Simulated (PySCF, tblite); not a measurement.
**C₂H₁₀NPSi₂: geometry, infrared bands and NMR shifts**

Aim: predict the infrared bands and NMR shifts of C₂H₁₀NPSi₂ (`[SiH3]C/C=N/[SiH2]P`).

The runs use tblite 0.8.0 and PySCF 2.14.0, with density-fitted response routines of our own; the level of theory stands in each step. All values are computed, except where a source is named. Atoms are numbered from 0 throughout.

### 1 Starting geometry

16 atoms, charge 0, multiplicity 1; geometry from: force field or distance geometry start.

Bonds of the start (Å): Si0–C1 1.86, C1–C2 1.50, C2–N3 1.27, N3–Si4 1.79, Si4–P5 2.21, Si0–H6 1.48, Si0–H7 1.48, Si0–H8 1.47, C1–H9 1.10, C1–H10 1.13, C2–H11 1.10, Si4–H12 1.45, Si4–H13 1.47, P5–H14 1.46, P5–H15 1.43.

### 2 Geometry optimisation with GFN2-xTB

What the job is given:

```
{"job": {"kind": "relax", "xc": "GFN2-xTB", "basis": "xTB"}, "charge": 0, "multiplicity": 1}
Si    -2.639200     0.830900     0.411600
C     -1.662200    -0.739200     0.623000
C     -0.232000    -0.559700     0.195000
N      0.702600    -1.259900     0.682900
Si     2.378000    -0.989800     0.122400
P      2.794300     1.132500     0.560200
H     -4.021600     0.429700     0.071500
H     -2.590100     1.634300     1.650600
H     -2.041200     1.525200    -0.733200
H     -2.098500    -1.528300    -0.009700
H     -1.696800    -1.030400     1.715100
H      0.007200     0.191100    -0.565900
H      2.497100    -1.276600    -1.292200
H      3.240500    -1.860400     0.929000
H      1.534600     1.870900     0.460300
H      3.819600     1.638800    -0.297100
```

Started as:

```bash
OMP_NUM_THREADS=1 python probes_run.py task.json out
```

One launch serves the whole session: the jobs run in the order shown.

**Question.** This job is followed by: GFN2-xTB harmonic vibrations, gas phase; GIAO PBE0/pcSseg-1 NMR shielding, non-relativistic, gas phase. Predict these results of the whole session: strongest single infrared mode (GFN2-xTB); zero-point energy (GFN2-xTB); 13C shifts against TMS (PBE0/pcSseg-1); 1H shifts against TMS (PBE0/pcSseg-1, means over atoms taken as alike); 29Si shifts against TMS (PBE0/pcSseg-1); 15N shifts against NH3 (PBE0/pcSseg-1); 31P shifts against H3PO4 (PBE0/pcSseg-1).

As calculated:

| quantity | value |
| --- | --- |
| strongest single infrared mode (GFN2-xTB) | 1726 cm⁻¹, 460 km/mol |
| zero-point energy (GFN2-xTB) | 66.0 kcal/mol |
| 13C shifts against TMS (PBE0/pcSseg-1) | 180.6, 31.9 ppm |
| 1H shifts against TMS (PBE0/pcSseg-1, means over atoms taken as alike) | 8.79, 5.58, 3.94, 2.28, 0.90 ppm |
| 29Si shifts against TMS (PBE0/pcSseg-1) | -44.7, -71.0 ppm |
| 15N shifts against NH3 (PBE0/pcSseg-1) | 366.7 ppm |
| 31P shifts against H3PO4 (PBE0/pcSseg-1) | -290.3 ppm |

**Reading.** Relaxing lowered the energy by 1.092 eV in 135 steps; the close pair that moved most is N3–Si4, from 1.787 to 1.702 Å. No mode is imaginary among the 42: a minimum at this level. The strongest single mode, at 1726 cm⁻¹, moves mainly C2 and N3. Unscaled tight-binding wavenumbers are off by several per cent, some by more. Its intensities can rank the bands wrongly. At PBE0/pcSseg-1: The widest tensor belongs to N3: span 683 ppm, with a paramagnetic part of -430 ppm.
